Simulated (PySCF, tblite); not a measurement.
# C5H8O2S: a rotation path, then NMR shifts on frames, part 1 of 2

How do NMR shifts of C5H8O2S (`C=C=CCS(C)(=O)=O`) change as the atoms move?

Programs: tblite 0.8.0 and PySCF 2.14.0, with density-fitted response routines of our own. Each step states its level of theory. These are calculated values for one molecule in the gas phase, unless marked as measured. Atoms are numbered from 0 throughout.

## (1) The starting structure

16 atoms, charge 0, multiplicity 1; geometry from: GFN2-xTB.

Bonds of the start (Å): C0–C1 1.29, C1–C2 1.30, C2–C3 1.48, C3–S4 1.83, S4–C5 1.82, S4–O6 1.44, S4–O7 1.44, C0–H8 1.08, C0–H9 1.08, C2–H10 1.08, C3–H11 1.09, C3–H12 1.09, C5–H13 1.08, C5–H14 1.08, C5–H15 1.08.

## (2) The rotation path with GFN2-xTB

What the job is given:

```
{"job": {"kind": "neb", "xc": "GFN2-xTB", "basis": "xTB", "atoms": [2, 3, 4, 5], "turn": 120}, "charge": 0, "multiplicity": 1}
C      2.755367    -0.971995     0.180421
C      1.855404    -0.044945     0.127293
C      0.965062     0.899713     0.061405
C     -0.115685     0.969459    -0.951951
S     -1.715685     0.681576    -0.103059
C     -1.559497    -0.997977     0.569532
O     -1.828257     1.600791     0.995135
O     -2.759914     0.684597    -1.090996
H      3.710686    -0.867016    -0.308620
H      2.598175    -1.887825     0.728202
H      0.938805     1.676878     0.813567
H     -0.205505     1.959976    -1.392299
H     -0.033407     0.215130    -1.728307
H     -2.476643    -1.218491     1.100892
H     -0.713775    -1.008231     1.243982
H     -1.422728    -1.682696    -0.256608
```

With the program's defaults for keys left out, this is: GFN2-xTB climbing-image nudged elastic band, gas phase.

Run with:

```
OMP_NUM_THREADS=1 python probes_run.py task.json out
```

The driver reads the jobs from task.json and runs them one after another.

Output:

```text
image   E - E0 / eV
  0      -0.0000
  1       0.0133
  2       0.0437
  3       0.0764
  4       0.0954
  5       0.0927
  6       0.0753
  7       0.0577
  8       0.0364
```

Wall time 3.6 s (1 thread of INTEL XEON PLATINUM 8581C at 2.30GHz, shared host); peak memory 0.18 GiB.

The final band, with the dihedral C2–C3–S4–C5:

| image | dihedral (°) | energy (eV) | energy (kcal/mol) |
| --- | --- | --- | --- |
| 0 | -62 | 0.000 | 0.0 |
| 1 | -47 | 0.013 | 0.3 |
| 2 | -32 | 0.044 | 1.0 |
| 3 | -17 | 0.076 | 1.8 |
| 4 | -1 | 0.095 | 2.2 |
| 5 | 15 | 0.093 | 2.1 |
| 6 | 31 | 0.075 | 1.7 |
| 7 | 49 | 0.058 | 1.3 |
| 8 | 58 | 0.036 | 0.8 |

## (3) Nuclear shieldings: image 0, PBE0/pcSseg-1

What the job is given:

```
{"job": {"kind": "nmr", "xc": "PBE0", "basis": "pcSseg-1", "pop": false}, "charge": 0, "multiplicity": 1}
C      2.755400    -0.972000     0.180400
C      1.855400    -0.044900     0.127300
C      0.965100     0.899700     0.061400
C     -0.115700     0.969500    -0.952000
S     -1.715700     0.681600    -0.103100
C     -1.559500    -0.998000     0.569500
O     -1.828300     1.600800     0.995100
O     -2.759900     0.684600    -1.091000
H      3.710700    -0.867000    -0.308600
H      2.598200    -1.887800     0.728200
H      0.938800     1.676900     0.813600
H     -0.205500     1.960000    -1.392300
H     -0.033400     0.215100    -1.728300
H     -2.476600    -1.218500     1.100900
H     -0.713800    -1.008200     1.244000
H     -1.422700    -1.682700    -0.256600
```

With the program's defaults for keys left out, this is: GIAO PBE0/pcSseg-1 NMR shielding, non-relativistic, gas phase.

Output:

```text
coarse grid: 14192 points
cycle   1  E = -742.9544270930  dE =  1.793e+00  |g| = 1.144e+00  |ddm| = 3.972e+00
cycle   2  E = -742.3467307194  dE =  6.077e-01  |g| = 2.147e+00  |ddm| = 2.988e+00
cycle   3  E = -743.1882636191  dE = -8.415e-01  |g| = 1.921e-01  |ddm| = 2.195e+00
cycle   4  E = -743.1963449021  dE = -8.081e-03  |g| = 7.478e-02  |ddm| = 2.451e-01
cycle   5  E = -743.1975505651  dE = -1.206e-03  |g| = 2.927e-02  |ddm| = 7.641e-02
cycle   6  E = -743.1977673444  dE = -2.168e-04  |g| = 5.433e-03  |ddm| = 2.595e-02
cycle   7  E = -743.1977742402  dE = -6.896e-06  |g| = 1.903e-03  |ddm| = 6.274e-03
final grid: 133184 points
cycle   8  E = -743.2691359492  dE = -1.944e-05  |g| = 1.300e-02  |ddm| = 3.695e-02
cycle   9  E = -743.2690902037  dE =  4.575e-05  |g| = 1.993e-02  |ddm| = 2.890e-02
cycle  10  E = -743.2691705605  dE = -8.036e-05  |g| = 2.773e-03  |ddm| = 1.893e-02
cycle  11  E = -743.2691720112  dE = -1.451e-06  |g| = 2.474e-04  |ddm| = 2.238e-03
cycle  12  E = -743.2691720198  dE = -8.527e-09  |g| = 1.803e-04  |ddm| = 3.772e-04
cycle  13  E = -743.2691720265  dE = -6.786e-09  |g| = 3.773e-05  |ddm| = 1.623e-04
cycle  14  E = -743.2691720268  dE = -2.553e-10  |g| = 1.316e-05  |ddm| = 4.408e-05
converged SCF energy = -743.2691720268

GIAO shielding tensors (ppm)
atom      isotropic    diamagn.    paramagn.     s11        s22        s33       span
  0 C      107.220     261.717    -154.497     18.056    132.586    171.018    152.962
  1 C      -36.302     264.740    -301.041    -64.591    -50.359      6.044     70.635
  2 C       97.864     261.282    -163.418     13.403    116.144    164.044    150.642
  3 C      123.471     258.122    -134.651     97.019    110.598    162.795     65.776
  4 S      196.025    1051.303    -855.278     46.274    189.157    352.644    306.370
  5 C      144.257     257.993    -113.736    114.499    130.733    187.538     73.039
  6 O      120.961     401.004    -280.043     63.570    119.499    179.815    116.245
  7 O      111.640     396.675    -285.035     65.563     84.826    184.531    118.968
  8 H       26.546      27.696      -1.150     24.485     25.000     30.154      5.669
  9 H       26.650      32.263      -5.613     24.632     25.252     30.068      5.436
 10 H       25.996      31.832      -5.836     22.964     26.778     28.245      5.281
 11 H       28.214      31.265      -3.051     24.993     27.719     31.929      6.936
 12 H       28.443      33.720      -5.277     25.585     28.328     31.416      5.831
 13 H       29.081      28.927       0.154     26.579     27.087     33.576      6.998
 14 H       28.657      34.290      -5.633     24.576     29.107     32.289      7.713
 15 H       29.703      32.884      -3.182     27.079     27.446     34.582      7.503
```

Wall time 22 s (1 thread of INTEL XEON PLATINUM 8581C at 2.30GHz, shared host); peak memory 0.83 GiB.

The references, computed at this level on geometries of the same kind, shield at (ppm): 1H TMS 31.72, 13C TMS 186.9, 17O H2O 336.1, 33S CS2 504. Their shielding less the atom's gives the shift. The references are single molecules in the gas phase, so shifts against H2O, NH3, PH3, H3PO4 or CFCl3 are not on the usual liquid scales and can be off by tens of ppm. Each atom is listed at this fixed geometry, with no averaging over motion; a spectrum would average atoms that exchange fast.

```
atoms                                              environment  σ (ppm)  δ (ppm)
   C1                              central carbon of an allene    -36.3    223.2
   C2                terminal carbon of a cumulated C=C=C unit     97.9     89.1
   C0                terminal carbon of a cumulated C=C=C unit    107.2     79.7
   C3                              allylic sp3 CH2 bonded to S    123.5     63.5
   C5                                methyl carbon bonded to S    144.3     42.7
  H10  hydrogen on a terminal carbon of a cumulated C=C=C unit    26.00     5.72
   H8  hydrogen on a terminal carbon of a cumulated C=C=C unit    26.55     5.17
   H9  hydrogen on a terminal carbon of a cumulated C=C=C unit    26.65     5.07
  H11               hydrogen on an allylic sp3 CH2 bonded to S    28.21     3.50
  H12               hydrogen on an allylic sp3 CH2 bonded to S    28.44     3.27
  H14                  hydrogen on a methyl carbon bonded to S    28.66     3.06
  H13                  hydrogen on a methyl carbon bonded to S    29.08     2.64
  H15                  hydrogen on a methyl carbon bonded to S    29.70     2.01
   S4                                           sulfone sulfur      196      308
   O7                                               S=O oxygen    111.6    224.4
   O6                                               S=O oxygen    121.0    215.1
```

## (4) Nuclear shieldings: image 2, PBE0/pcSseg-1

What the job is given:

```
{"job": {"kind": "nmr", "xc": "PBE0", "basis": "pcSseg-1", "pop": false}, "charge": 0, "multiplicity": 1}
C      2.707200    -1.090100    -0.036200
C      1.813700    -0.161800     0.068000
C      0.920600     0.778700     0.164900
C     -0.081300     1.090300    -0.882900
S     -1.751200     0.607000    -0.273600
C     -1.475400    -0.838500     0.793100
O     -2.263100     1.671700     0.544800
O     -2.538600     0.192700    -1.402700
H      3.699700    -0.886500    -0.404800
H      2.504400    -2.109900     0.251400
H      0.839500     1.359300     1.074900
H     -0.158900     2.158500    -1.073100
H      0.081100     0.543100    -1.806000
H     -2.449500    -1.160100     1.139500
H     -0.857700    -0.535700     1.627100
H     -0.998200    -1.609800     0.204300
```

Method: GIAO PBE0/pcSseg-1 NMR shielding, non-relativistic, gas phase.

Output:

```text
coarse grid: 14192 points
cycle   1  E = -742.9485456716  dE =  1.791e+00  |g| = 1.148e+00  |ddm| = 3.982e+00
cycle   2  E = -742.3300104359  dE =  6.185e-01  |g| = 2.162e+00  |ddm| = 3.045e+00
cycle   3  E = -743.1838384204  dE = -8.538e-01  |g| = 1.956e-01  |ddm| = 2.243e+00
cycle   4  E = -743.1921309168  dE = -8.292e-03  |g| = 7.904e-02  |ddm| = 2.547e-01
cycle   5  E = -743.1934665599  dE = -1.336e-03  |g| = 3.194e-02  |ddm| = 8.201e-02
cycle   6  E = -743.1937222869  dE = -2.557e-04  |g| = 5.606e-03  |ddm| = 2.802e-02
cycle   7  E = -743.1937289682  dE = -6.681e-06  |g| = 2.251e-03  |ddm| = 6.565e-03
final grid: 133184 points
cycle   8  E = -743.2651653024  dE = -2.794e-05  |g| = 1.325e-02  |ddm| = 5.590e-02
cycle   9  E = -743.2651161059  dE =  4.920e-05  |g| = 2.052e-02  |ddm| = 3.015e-02
cycle  10  E = -743.2652011774  dE = -8.507e-05  |g| = 2.916e-03  |ddm| = 2.007e-02
cycle  11  E = -743.2652028099  dE = -1.632e-06  |g| = 2.788e-04  |ddm| = 2.438e-03
cycle  12  E = -743.2652028196  dE = -9.719e-09  |g| = 2.129e-04  |ddm| = 4.237e-04
cycle  13  E = -743.2652028284  dE = -8.799e-09  |g| = 4.339e-05  |ddm| = 1.861e-04
cycle  14  E = -743.2652028287  dE = -3.181e-10  |g| = 1.638e-05  |ddm| = 5.109e-05
converged SCF energy = -743.2652028287

GIAO shielding tensors (ppm)
atom      isotropic    diamagn.    paramagn.     s11        s22        s33       span
  0 C      106.585     261.621    -155.036     17.214    131.843    170.697    153.483
  1 C      -37.358     265.228    -302.586    -63.888    -51.203      3.016     66.904
  2 C       97.734     261.275    -163.541     12.440    113.685    167.077    154.637
  3 C      119.828     257.129    -137.301     93.907     99.937    165.640     71.734
  4 S      193.383    1050.946    -857.563     45.814    191.413    342.923    297.108
  5 C      140.494     257.850    -117.356    114.686    127.428    179.367     64.680
  6 O      108.634     399.101    -290.467     57.515    108.101    160.286    102.772
  7 O       98.229     397.711    -299.482     47.112     72.208    175.368    128.256
  8 H       26.498      27.668      -1.170     24.428     24.954     30.111      5.683
  9 H       26.586      32.332      -5.746     24.546     25.235     29.976      5.430
 10 H       26.188      32.366      -6.177     23.443     26.818     28.303      4.860
 11 H       28.016      31.145      -3.129     25.504     27.503     31.041      5.537
 12 H       28.151      33.097      -4.946     25.014     28.237     31.201      6.187
 13 H       28.994      28.869       0.125     26.746     27.107     33.129      6.383
 14 H       28.862      33.543      -4.681     25.200     28.866     32.519      7.319
 15 H       29.472      33.942      -4.470     26.387     28.157     33.872      7.485
```

Wall time 21 s (1 thread of INTEL XEON PLATINUM 8581C at 2.30GHz, shared host); peak memory 0.9 GiB.

Key values: δ C1 224.3, C2 89.2, C0 80.3, C3 67.1, H10 5.53, H8 5.22 ppm.

(Continued in part 2 of 2.)
